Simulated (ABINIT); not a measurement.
**TaAs in ABINIT: the effect of functional**

Crystal: TaAs.

```
Ta As
1.0
    -1.72181    1.72181    5.86794
     1.72181   -1.72181    5.86794
     1.72181    1.72181   -5.86794
Ta As
2 2
Cartesian
  0.0000 0.0000 5.8676
  1.7218 0.0000 2.9336
  0.0000 0.0000 0.9698
  0.0000 1.7218 3.9037
```

The cell is a database's computed one.

Alike in all runs:

| Quantity | Value |
| --- | --- |
| Program | ABINIT 10.8.3 (patched build) |
| Task | single point |
| Potentials or basis | JTH PAW PBE v2.0 |
| Cutoff | 626 eV |
| k mesh | 9 × 9 × 9 |
| Occupations | fermi-dirac, width 0.05 eV |
| Spin | no spin polarisation |

```csv
functional,pressure (GPa)
LDA,-7.5
PBEsol,?
RPBE,4.8
BLYP,9.9
AM05,-4.9
revPBE,4.0
PW91,2.1
WC,-2.9
```

Task: What does the run with functional PBEsol give?

Result: Pressure -3.8 GPa.

Caveats: the PAW data sets were made with another functional, which shifts forces and pressure a little.

Runs at the PBE level aren't shown here.
